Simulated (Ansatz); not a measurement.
**Cl3H2NSi: small, medium and large basis sets**

One table from this session's results is given with a row withheld; the runs are named, their logs left out.

Program: Ansatz 0.2.0, Gaussian basis. Level of theory: one geometry, several basis sets. These are calculated values, not measurements.

Plan: PBE0-D4/def2-SVP; ωB97M-V/def2-SVP; PBE0-D4/def2-QZVPP; ωB97M-V/def2-QZVPP; the functionals' def2-TZVPP values are taken from earlier runs.

### The relaxed structure

The geometry comes from an earlier relaxation with PBE0-D4 in a triple-zeta def2 set; it is a stationary point, not always the lowest conformer.

7 atoms, charge 0, spin multiplicity 1.

Atoms are counted from 1 here; the program's logs count them from 0.

Bond lengths: N1–Si2 1.683 Å, N1–H6 1.007 Å, N1–H7 1.007 Å, Si2–Cl3 2.043 Å, Si2–Cl4 2.031 Å, Si2–Cl5 2.031 Å. Angles: Si2–N1–H6 120.8°, Si2–N1–H7 120.8°, H6–N1–H7 112.9°, N1–Si2–Cl3 115.4°, N1–Si2–Cl4 108.3°, N1–Si2–Cl5 108.3°, Cl3–Si2–Cl4 106.9°, Cl3–Si2–Cl5 106.9°, Cl4–Si2–Cl5 111.2°.

As a file:

```
N     0.0640    0.9080    0.6378
Si   -0.0369   -0.4229   -0.3877
Cl    0.3475   -2.2304    0.4829
Cl   -1.9267   -0.5145   -1.1271
Cl    1.3245   -0.1842   -1.8763
H     0.9582    1.2702    0.9256
H    -0.6692    1.1058    1.2988
```

Set-up of the first run:

File in.yaml:

```yaml
crystal:
  periodic: [false, false, false]
  atoms:
    - {symbol: N, position_ang: [0.063975, 0.907950, 0.637815]}
    - {symbol: Si, position_ang: [-0.036920, -0.422904, -0.387652]}
    - {symbol: Cl, position_ang: [0.347498, -2.230365, 0.482922]}
    - {symbol: Cl, position_ang: [-1.926714, -0.514458, -1.127058]}
    - {symbol: Cl, position_ang: [1.324484, -0.184171, -1.876285]}
    - {symbol: H, position_ang: [0.958160, 1.270223, 0.925615]}
    - {symbol: H, position_ang: [-0.669183, 1.105827, 1.298844]}
basis:
  gaussian: {orbitals: def2-SVP}
hamiltonian: {xc: pbe0, dispersion: d4}
output: {orbitals: {seedname: orbitals}}
```

Launch:

```bash
ansatz run in.yaml --threads 4 --pin off --events-out ev --progress --plain --max-ram 10444MiB
```

Among the steps run: PBE0-D4 in def2-SVP; ωB97M-V in def2-SVP; PBE0-D4 in def2-QZVPP; ωB97M-V in def2-QZVPP.

One of the session's tables, all rows but one given; the rest of the session is left out.

It belongs to the step «Density functionals: the series». 

| functional | basis | HOMO (eV) | LUMO (eV) |
| --- | --- | --- | --- |
| PBE0-D4 | def2-SVP | -8.19 | 0.74 |
| PBE0-D4 | def2-TZVPP | -8.35 | 0.23 |
| PBE0-D4 | def2-QZVPP | -8.40 | -0.03 |
| ωB97M-V | def2-SVP | -10.49 | 2.75 |
| ωB97M-V | def2-TZVPP | ? | ? |
| ωB97M-V | def2-QZVPP | -10.74 | 1.41 |

**Question.** Estimate the row for ωB97M-V, def2-TZVPP.

The run gave: HOMO (eV): -10.68; LUMO (eV): 1.98. In the column «HOMO (eV)» it lies between ωB97M-V, def2-QZVPP (-10.74) and ωB97M-V, def2-SVP (-10.49).
